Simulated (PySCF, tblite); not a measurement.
# BH3O2S, a small molecule taken as a stand-in for a surface group (boron hydroxide): NMR shifts, core binding energies and electronic excitations

Wanted: the NMR shifts, core binding energies and electronic excitations for `OB(O)S`.

Computed with tblite 0.8.0 and PySCF 2.14.0; each step states its level. No surroundings beyond the atoms listed, unless a continuum is named. Atoms count from 0, parts from 1.

## (1) Starting point

7 atoms, charge 0, multiplicity 1; geometry: distance geometry start.

## (2) Relaxing the cluster with GFN2-xTB

What the job is given:

```
{"job": {"kind": "relax", "xc": "GFN2-xTB", "basis": "xTB"}, "charge": 0, "multiplicity": 1}
O     -1.162313    -0.921985    -0.559012
B     -0.124119     0.000468    -0.136039
O     -0.283342     1.442936    -0.403439
S      1.455266    -0.498048     0.724251
H     -1.636696    -1.324831     0.200323
H     -0.821466     1.772768     0.377735
H      2.523740    -0.409154    -0.229468
```

With the program's defaults for keys left out, this is: GFN2-xTB geometry optimisation, gas phase.

Started as:

```
$ OMP_NUM_THREADS=1 python cluster_run.py task.json out
```

One launch serves the whole session: the jobs run in the order shown.

What it wrote:

```text
step      E/eV     max force
  0    -385.86566    3.213
  1    -386.27726    2.122
  2    -386.46765    1.635
  3    -386.51451    0.567
  4    -386.54492    0.549
  5    -386.68530    2.297
  6    -386.76373    1.746
  7    -387.04749    2.467
  8    -387.22102    2.016
  9    -387.24558    2.880
 10    -387.38806    1.193
 11    -387.44645    0.995
 12    -387.52281    0.905
 13    -387.55541    0.569
 14    -387.57716    0.381
 15    -387.58589    0.578
 16    -387.60059    0.365
 17    -387.62467    0.461
 18    -387.63210    0.379
 19    -387.63720    0.257
 20    -387.64468    0.347
 21    -387.65238    0.220
 22    -387.65826    0.227
 23    -387.66181    0.199
 24    -387.66810    0.264
 25    -387.67620    0.333
 26    -387.68411    0.325
 27    -387.69016    0.226
 28    -387.69446    0.172
 29    -387.69850    0.144
 30    -387.70082    0.112
 31    -387.70144    0.192
 32    -387.70238    0.067
 33    -387.70267    0.062
 34    -387.70303    0.072
 35    -387.70335    0.075
 36    -387.70377    0.065
 37    -387.70410    0.059
 38    -387.70439    0.053
 39    -387.70461    0.041
 40    -387.70472    0.027
 41    -387.70475    0.016
 42    -387.70477    0.012
 43    -387.70478    0.010
 44    -387.70479    0.011
 45    -387.70479    0.007
```

Run time: 0.42 s. Hardware: 1 thread of Arm Neoverse V1, shared host.

Step by step: (not every step is listed)

```csv
step,energy from step 0 (eV),largest force (eV/Å)
0,0.0000,3.2134
1,-0.4116,2.1224
2,-0.6020,1.6350
3,-0.6488,0.5672
4,-0.6793,0.5492
5,-0.8196,2.2966
6,-0.8981,1.7454
7,-1.1818,2.4674
8,-1.3554,2.0158
11,-1.5808,0.9955
14,-1.7115,0.3808
17,-1.7590,0.4612
20,-1.7790,0.3467
23,-1.7962,0.1985
26,-1.8184,0.3254
29,-1.8328,0.1441
32,-1.8367,0.0674
35,-1.8377,0.0748
38,-1.8387,0.0529
40,-1.8391,0.0269
41,-1.8391,0.0163
42,-1.8391,0.0116
43,-1.8391,0.0102
44,-1.8391,0.0106
45,-1.8391,0.0073
```

Close pairs (by a distance rule), those that changed most:

```csv
bond,before (Å),after (Å),change (Å)
B1–O2,1.476,1.346,-0.130
S3–H6,1.435,1.321,-0.114
O0–B1,1.452,1.348,-0.103
O2–H5,1.004,0.958,-0.047
B1–S3,1.866,1.826,-0.040
O0–H4,0.982,0.956,-0.026
```

## (3) Geometry optimisation at PBE0-D3(BJ)/def2-SVP

What the job is given:

```
{"job": {"xc": "PBE0", "basis": "def2-SVP", "d3": "d3bj", "grid": 2, "kind": "geom", "shake": 0.01}, "charge": 0, "multiplicity": 1}
O     -1.321198    -0.621343    -0.003640
B     -0.126998    -0.026759    -0.005724
O     -0.005658     1.308607    -0.139402
S      1.448856    -0.989915     0.169651
H     -1.400043    -1.552407     0.072369
H     -0.807074     1.805950    -0.222864
H      2.242733     0.041864     0.106763
```

What it wrote:

```text
step   0  E = -574.84383562  max force = 0.024383
step   1  E = -574.84740036  max force = 0.009260
step   2  E = -574.84753829  max force = 0.002302
step   3  E = -574.84754161  max force = 0.001897
step   4  E = -574.84756156  max force = 0.000426
step   5  E = -574.84756237  max force = 0.000098
optimisation converged
```

It took 12 s on 1 thread of Arm Neoverse V1, shared host; peak memory 0.39 GiB.

The steps of the relaxation:

```csv
step,energy from step 0 (eV),largest force component (eV/Å)
0,0.0000,1.2538
1,-0.0970,0.4762
2,-0.1008,0.1184
3,-0.1008,0.0975
4,-0.1014,0.0219
5,-0.1014,0.0050
```

Distances of close pairs at the start and the end, largest changes first:

```csv
bond,before (Å),after (Å),change (Å)
S3–H6,1.303,1.348,+0.045
O0–B1,1.334,1.362,+0.028
B1–S3,1.855,1.830,-0.025
O0–H4,0.937,0.961,+0.023
O2–H5,0.947,0.964,+0.017
B1–O2,1.348,1.356,+0.008
```

The end geometry stands in the next job.

```csv
at the end point,value
point group (found at 0.08 Å tolerance),Cs
"rotational constants (GHz, main isotopes)","9.941, 4.544, 3.118"
dipole moment (D),1.13
```

## (4) Shielding tensors: PBE0/pcSseg-2

What the job is given:

```
{"job": {"kind": "nmr", "xc": "PBE0", "basis": "pcSseg-2"}, "charge": 0, "multiplicity": 1}
O     -1.295700    -0.613550    -0.040826
B     -0.058092    -0.045490    -0.041748
O      0.060486     1.299551    -0.164513
S      1.455370    -1.062045     0.119575
H     -1.296812    -1.570196     0.049779
H     -0.803818     1.719905    -0.242007
H      2.302773    -0.015452     0.057132
```

With the program's defaults for keys left out, this is: GIAO PBE0/pcSseg-2 NMR shielding, non-relativistic, gas phase.

What it wrote:

```text
coarse grid: 6744 points
cycle   1  E = -575.0702042472  dE =  5.132e-01  |g| = 8.565e-01  |ddm| = 1.810e+00
cycle   2  E = -574.9296672627  dE =  1.405e-01  |g| = 1.240e+00  |ddm| = 9.306e-01
cycle   3  E = -575.1984193226  dE = -2.688e-01  |g| = 7.369e-02  |ddm| = 5.795e-01
cycle   4  E = -575.1996069050  dE = -1.188e-03  |g| = 2.873e-02  |ddm| = 8.340e-02
cycle   5  E = -575.1997793963  dE = -1.725e-04  |g| = 4.025e-03  |ddm| = 2.679e-02
cycle   6  E = -575.1997814825  dE = -2.086e-06  |g| = 1.433e-03  |ddm| = 3.470e-03
final grid: 61488 points
cycle   7  E = -575.1994831364  dE = -7.125e-05  |g| = 5.256e-03  |ddm| = 2.657e-02
cycle   8  E = -575.1994820840  dE =  1.052e-06  |g| = 5.730e-03  |ddm| = 5.981e-03
cycle   9  E = -575.1994874850  dE = -5.401e-06  |g| = 8.336e-04  |ddm| = 3.079e-03
cycle  10  E = -575.1994875927  dE = -1.078e-07  |g| = 2.174e-04  |ddm| = 5.378e-04
cycle  11  E = -575.1994876018  dE = -9.030e-09  |g| = 5.882e-05  |ddm| = 1.930e-04
cycle  12  E = -575.1994876026  dE = -8.210e-10  |g| = 1.090e-05  |ddm| = 5.735e-05
converged SCF energy = -575.1994876026

GIAO shielding tensors (ppm)
atom      isotropic    diamagn.    paramagn.     s11        s22        s33       span
  0 O      207.961     387.246    -179.285     99.705    261.581    262.597    162.892
  1 B       68.051     194.959    -126.907     50.908     67.114     86.132     35.224
  2 O      216.894     387.413    -170.519    130.760    254.770    265.152    134.392
  3 S      671.984    1057.404    -385.420    569.587    616.293    830.072    260.486
  4 H       27.502      31.458      -3.956     20.923     25.414     36.168     15.245
  5 H       27.740      31.216      -3.477     21.458     23.226     38.535     17.077
  6 H       29.538      30.160      -0.622     22.528     27.117     38.970     16.442
```

It took 11 s on 1 thread of Arm Neoverse V1, shared host; peak memory 0.76 GiB.

The references, computed at this level on geometries of the same kind, shield at (ppm): $^{1}$H TMS 31.25, $^{17}$O H2O 328.2, $^{11}$B BF3·OEt2 99.1, $^{33}$S CS2 503. Their shielding less the atom's gives the shift. The references are single molecules in the gas phase, so shifts against H2O, NH3, PH3, H3PO4 or CFCl3 are not on the usual liquid scales and can be off by tens of ppm.

```csv
atoms,environment,σ (ppm),δ (ppm)
H4,hydrogen on an oxygen bonded to B,27.50,3.74
H5,hydrogen on an oxygen bonded to B,27.74,3.51
H6,hydrogen on a sulfur bonded to B,29.54,1.71
O0,"oxygen bonded to B, H",208.0,120.2
O2,"oxygen bonded to B, H",216.9,111.3
B1,"boron bonded to 2 O, S",68.1,31.0
S3,"sulfur bonded to B, H",672,-169
```

Charges from the same density, by scheme (e):

```csv
atoms,Mulliken,IAO,Hirshfeld,ESP fit
O0,-0.43,-0.57,-0.27,-0.67
B1,0.50,0.41,0.21,0.54
O2,-0.42,-0.57,-0.26,-0.68
S3,-0.20,-0.15,-0.11,-0.39
```

Mayer bond orders: O0–B1 1.18, B1–O2 1.21, B1–S3 1.18.

## (5) Core-electron binding energies: SCAN, X2C

Same as in step 4 but for these lines:

```diff
@@ -1,2 +1,2 @@
-{"job": {"kind": "nmr", "xc": "PBE0", "basis": "pcSseg-2"}, "charge": 0, "multiplicity": 1}
+{"job": {"kind": "xps", "holes": 5}, "charge": 0, "multiplicity": 1}
 O     -1.295700    -0.613550    -0.040826
```

Level: delta-SCF UKS SCAN, pcX-2 on the ionised atom, pcseg-1 elsewhere, spin-free X2C.

What it wrote:

```text
ground state, core basis on atom 0 (O), 106 functions
  cycle   1  E = -576.31018017  |g| = 9.23e-01
  cycle   2  E = -576.02801512  |g| = 1.55e+00
  cycle   3  E = -576.45632973  |g| = 1.31e-01
  cycle   4  E = -576.45993442  |g| = 5.17e-02
  cycle   5  E = -576.46046018  |g| = 2.07e-02
  cycle   6  E = -576.46052883  |g| = 6.61e-03
  cycle   7  E = -576.46053656  |g| = 2.69e-03
  cycle   8  E = -576.46053679  |g| = 5.21e-04
  cycle   9  E = -576.46053675  |g| = 1.23e-04
  E(ground) = -576.47935465 Eh
hole in O 1s of atom 0
  cycle   1  E = -555.83032695  |g| = 2.22e+00
  cycle   2  E = -553.70106736  |g| = 2.56e+00
  cycle   3  E = -556.28126816  |g| = 8.42e-01
  cycle   4  E = -556.57806209  |g| = 3.73e-01
  cycle   5  E = -556.61581778  |g| = 2.00e-01
  cycle   6  E = -556.62973718  |g| = 5.82e-02
  cycle   7  E = -556.63143241  |g| = 2.24e-02
  cycle   8  E = -556.63174206  |g| = 4.13e-03
  cycle   9  E = -556.63175182  |g| = 1.24e-03
  cycle  10  E = -556.63175349  |g| = 5.01e-04
  cycle  11  E = -556.63175198  |g| = 1.20e-04
  E(ion) = -556.65166421 Eh   <S^2> = 0.7610   hole on atom = 1.000   binding energy = 539.539 eV
ground state, core basis on atom 1 (B), 106 functions
  cycle   1  E = -576.42946127  |g| = 8.61e-02
  cycle   2  E = -576.42753707  |g| = 1.25e-01
  cycle   3  E = -576.43054053  |g| = 1.52e-02
  cycle   4  E = -576.43055694  |g| = 1.10e-02
  cycle   5  E = -576.43058307  |g| = 1.21e-03
  cycle   6  E = -576.43058378  |g| = 4.36e-04
  E(ground) = -576.45327831 Eh
hole in B 1s of atom 1
  cycle   1  E = -568.75939369  |g| = 1.18e+00
  cycle   2  E = -567.38795266  |g| = 1.87e+00
  cycle   3  E = -568.99216581  |g| = 4.83e-01
  cycle   4  E = -569.09146466  |g| = 3.24e-01
  cycle   5  E = -569.14666259  |g| = 1.24e-01
  cycle   6  E = -569.15246369  |g| = 2.06e-02
  cycle   7  E = -569.15263422  |g| = 7.45e-03
  cycle   8  E = -569.15267933  |g| = 2.38e-03
  cycle   9  E = -569.15268530  |g| = 1.36e-03
  cycle  10  E = -569.15268719  |g| = 1.06e-03
  cycle  11  E = -569.15268637  |g| = 6.64e-04
  cycle  12  E = -569.15268711  |g| = 6.65e-05
  E(ion) = -569.17616965 Eh   <S^2> = 0.7804   hole on atom = 1.000   binding energy = 198.020 eV
ground state, core basis on atom 2 (O), 106 functions
  cycle   1  E = -576.45985485  |g| = 1.00e-01
  cycle   2  E = -576.45905707  |g| = 8.10e-02
  cycle   3  E = -576.45965849  |g| = 5.56e-02
  cycle   4  E = -576.46017793  |g| = 5.50e-03
  cycle   5  E = -576.46018363  |g| = 1.03e-03
  cycle   6  E = -576.46018515  |g| = 2.39e-04
  E(ground) = -576.47946876 Eh
hole in O 1s of atom 2
  cycle   1  E = -555.83642432  |g| = 2.22e+00
  cycle   2  E = -554.82136780  |g| = 2.32e+00
  cycle   3  E = -556.43809682  |g| = 6.29e-01
  cycle   4  E = -556.57178789  |g| = 3.41e-01
  cycle   5  E = -556.63108856  |g| = 1.01e-01
  cycle   6  E = -556.63613825  |g| = 2.72e-02
  cycle   7  E = -556.63655736  |g| = 8.37e-03
  cycle   8  E = -556.63659494  |g| = 4.83e-03
  cycle   9  E = -556.63660339  |g| = 2.35e-03
  cycle  10  E = -556.63660711  |g| = 7.43e-04
  cycle  11  E = -556.63660735  |g| = 1.34e-04
  E(ion) = -556.65680336 Eh   <S^2> = 0.7610   hole on atom = 1.000   binding energy = 539.402 eV
ground state, core basis on atom 3 (S), 117 functions
  cycle   1  E = -576.57570926  |g| = 4.09e-01
  cycle   2  E = -576.57456214  |g| = 1.04e-01
  cycle   3  E = -576.57180477  |g| = 1.59e-01
  cycle   4  E = -576.57656483  |g| = 1.32e-02
  cycle   5  E = -576.57660168  |g| = 4.89e-03
  cycle   6  E = -576.57660539  |g| = 8.93e-04
  cycle   7  E = -576.57660496  |g| = 1.75e-04
  E(ground) = -576.58448715 Eh
hole in S 2p of atom 3
  cycle   1  E = -569.89389892  |g| = 1.51e+00
  cycle   2  E = -569.94304337  |g| = 1.16e+00
  cycle   3  E = -570.27546113  |g| = 3.28e-01
  cycle   4  E = -570.31160542  |g| = 1.47e-01
  cycle   5  E = -570.31828985  |g| = 4.26e-02
  cycle   6  E = -570.31884766  |g| = 2.37e-02
  cycle   7  E = -570.31907187  |g| = 8.35e-03
  cycle   8  E = -570.31909781  |g| = 2.71e-03
  cycle   9  E = -570.31910001  |g| = 5.26e-04
  cycle  10  E = -570.31910013  |g| = 3.33e-04
  E(ion) = -570.33266741 Eh   <S^2> = 0.7538   hole on atom = 1.001   binding energy = 170.121 eV
  2p3/2 = 169.569 eV   2p1/2 = 170.808 eV
```

Wall time 11 s (1 thread of Arm Neoverse V1, shared host); peak memory 0.39 GiB.

Binding energies by hole, beside the orbital energy of the ground state; the difference holds orbital relaxation and, for a density functional, its self-interaction error:

```csv
hole,stands for,environment,ΔSCF (eV; 2p as the shell's mean),−ε (eV),⟨S²⟩
O1s on O0,O0,"oxygen bonded to B, H",539.54,517.4,0.761
B1s on B1,B1,"boron bonded to 2 O, S",198.02,181.8,0.780
O1s on O2,O2,"oxygen bonded to B, H",539.40,517.2,0.761
S2p on S3,S3,"sulfur bonded to B, H",169.98,158.0,0.754
```

With the spin-orbit splitting: S3 2p3/2 169.57, 2p1/2 170.81 eV. The table gives each 2p level as the mean over the whole 2p shell (two parts 2p3/2, one part 2p1/2), which differs a little from the single hole in the log.

## (6) Excited states and response: CAM-B3LYP/def2-SVPD

Same as in step 5 but for these lines:

```diff
@@ -1,2 +1,2 @@
-{"job": {"kind": "xps", "holes": 5}, "charge": 0, "multiplicity": 1}
+{"job": {"kind": "uv", "xc": "CAM-B3LYP", "basis": "def2-SVPD", "nstates": 6, "ntriplets": 2, "ip": true}, "charge": 0, "multiplicity": 1}
 O     -1.295700    -0.613550    -0.040826
```

With the program's defaults for keys left out, this is: TDDFT CAM-B3LYP/def2-SVPD, vertical, gas phase, core orbitals frozen in the response.

What it wrote:

```text
coarse grid: 6744 points
cycle   1  E = -574.9452005921  dE =  5.111e-01  |g| = 8.050e-01  |ddm| = 3.021e+00
cycle   2  E = -574.8994626956  dE =  4.574e-02  |g| = 9.890e-01  |ddm| = 1.577e+00
cycle   3  E = -575.0719753790  dE = -1.725e-01  |g| = 5.153e-02  |ddm| = 8.153e-01
cycle   4  E = -575.0725936964  dE = -6.183e-04  |g| = 1.793e-02  |ddm| = 1.014e-01
cycle   5  E = -575.0726873144  dE = -9.362e-05  |g| = 4.551e-03  |ddm| = 3.442e-02
cycle   6  E = -575.0726929200  dE = -5.606e-06  |g| = 1.091e-03  |ddm| = 8.316e-03
final grid: 61488 points
cycle   7  E = -575.1473050717  dE = -2.146e-05  |g| = 1.928e-03  |ddm| = 3.207e-02
cycle   8  E = -575.1473050777  dE = -6.045e-09  |g| = 2.102e-03  |ddm| = 3.737e-03
cycle   9  E = -575.1473058804  dE = -8.027e-07  |g| = 2.441e-04  |ddm| = 1.772e-03
cycle  10  E = -575.1473058912  dE = -1.077e-08  |g| = 1.186e-04  |ddm| = 3.626e-04
cycle  11  E = -575.1473058946  dE = -3.430e-09  |g| = 2.794e-05  |ddm| = 1.462e-04
cycle  12  E = -575.1473058948  dE = -1.546e-10  |g| = 1.003e-05  |ddm| = 3.680e-05
converged SCF energy = -575.1473058948

Static polarisability (au): isotropic 43.949, principal 35.822 44.295 51.730

Singlet excitations
state   eV       nm        f      main configurations
  1   6.0564    204.7   0.01390   H->L 0.62, H->L+1 0.17, H->L+2 0.10
  2   6.9657    178.0   0.02989   H->L+1 0.38, H->L 0.29, H->L+3 0.22
  3   7.5059    165.2   0.00686   H->L+2 0.74, H->L+1 0.13
  4   7.6303    162.5   0.15619   H->L+4 0.65, H->L+5 0.22
  5   7.9449    156.1   0.00963   H->L+3 0.56, H->L+1 0.22, H->L+2 0.12
  6   8.1907    151.4   0.02309   H-1->L 0.80

Triplet excitations (Tamm-Dancoff, eV): 5.6903 6.7091
Vertical ionisation energy (delta-SCF) = 10.1679 eV
```

Wall time 11 s (1 thread of Arm Neoverse V1, shared host); peak memory 0.53 GiB.

The orbitals next to the gap, with their largest atomic shares:

```csv
orbital,eV,atoms
HOMO−3,-12.17,"O0 42 %, S3 27 %, H6 12 %"
HOMO−2,-11.29,"O2 46 %, O0 41 %, B1 8 %"
HOMO−1,-10.91,"S3 64 %, B1 15 %, O2 8 %"
HOMO,-8.98,"S3 75 %, B1 11 %, H6 6 %"
LUMO,0.32,"B1 43 %, S3 20 %, O0 11 %"
LUMO+1,1.23,"S3 32 %, O0 21 %, O2 15 %"
LUMO+2,1.56,"S3 60 %, H6 16 %, O2 10 %"
```

With each of the 6 states as a Gaussian band of 0.4 eV half-width at 1/e, the curve within the window shown has maxima at 204 nm (ε 570), 162 nm (ε 7,000) L/(mol cm). Beyond the last state computed it falls off for lack of states. The curve at chosen wavelengths:

```json
{"nm": "146", "ε (L/mol/cm)": "656"}
{"nm": "149", "ε (L/mol/cm)": "1333"}
{"nm": "152", "ε (L/mol/cm)": "2370"}
{"nm": "156", "ε (L/mol/cm)": "4505"}
{"nm": "159", "ε (L/mol/cm)": "6194"}
{"nm": "162", "ε (L/mol/cm)": "6993"}
{"nm": "165", "ε (L/mol/cm)": "6442"}
{"nm": "169", "ε (L/mol/cm)": "4466"}
{"nm": "172", "ε (L/mol/cm)": "3083"}
{"nm": "175", "ε (L/mol/cm)": "2184"}
{"nm": "178", "ε (L/mol/cm)": "1655"}
{"nm": "182", "ε (L/mol/cm)": "1168"}
{"nm": "185", "ε (L/mol/cm)": "856"}
{"nm": "188", "ε (L/mol/cm)": "612"}
{"nm": "191", "ε (L/mol/cm)": "471"}
{"nm": "195", "ε (L/mol/cm)": "440"}
{"nm": "198", "ε (L/mol/cm)": "488"}
{"nm": "201", "ε (L/mol/cm)": "544"}
{"nm": "204", "ε (L/mol/cm)": "570"}
{"nm": "208", "ε (L/mol/cm)": "533"}
{"nm": "211", "ε (L/mol/cm)": "459"}
{"nm": "214", "ε (L/mol/cm)": "365"}
{"nm": "217", "ε (L/mol/cm)": "269"}
{"nm": "221", "ε (L/mol/cm)": "162"}
{"nm": "224", "ε (L/mol/cm)": "103"}
{"nm": "227", "ε (L/mol/cm)": "62"}
```

Further results of this job:

```csv
property,computed
dipole moment (D),1.03
polarisability (Å³),6.51
HOMO–LUMO gap (eV),9.30
−ε(HOMO) (eV),8.98
```

## (7) What came out

```
                                        quantity                        value
                                     point group                           Cs
            rotational constants (main isotopes)         9.94, 4.54, 3.12 GHz
      $^{1}$H shifts against TMS (PBE0/pcSseg-2)         3.74, 3.51, 1.71 ppm
     $^{17}$O shifts against H2O (PBE0/pcSseg-2)             120.2, 111.3 ppm
$^{11}$B shifts against BF3·OEt2 (PBE0/pcSseg-2)                     31.0 ppm
     $^{33}$S shifts against CS2 (PBE0/pcSseg-2)                     -169 ppm
                O1s binding energies, SCAN/pcX-2      O0 539.54, O2 539.40 eV
                B1s binding energies, SCAN/pcX-2                 B1 198.02 eV
                S2p binding energies, SCAN/pcX-2                 S3 169.98 eV
            lowest singlet (CAM-B3LYP/def2-SVPD)  6.06 eV (205 nm), f = 0.014
        brightest single state of those computed  state 4, 7.63 eV, f = 0.156
                                  lowest triplet                      5.69 eV
               vertical ionisation energy (ΔSCF)                     10.17 eV
```

**Reading.** Relaxing lowered the energy by 0.101 eV in 5 steps; the close pair that moved most is S3–H6, from 1.303 to 1.348 Å (PBE0/def2-SVP). No frequency check was run at this level, so the end point may be a saddle. At PBE0/pcSseg-2: The widest tensor belongs to S3: span 260 ppm, with a paramagnetic part of -385 ppm. The O1s levels kept as sound span 0.14 eV, from O2 (oxygen bonded to B, H) up to O0 (oxygen bonded to B, H). The lowest singlet, at 6.06 eV, is HOMO→LUMO 0.62, HOMO→LUMO+1 0.17 and is weak; of the 6 states computed, the strongest absorption comes from state 4 at 7.63 eV. The lowest triplet lies 0.37 eV below the lowest singlet (triplets in Tamm-Dancoff, singlets in full TDDFT). ΔSCF puts the ionisation energy at 10.17 eV, 1.19 eV above −ε(HOMO).
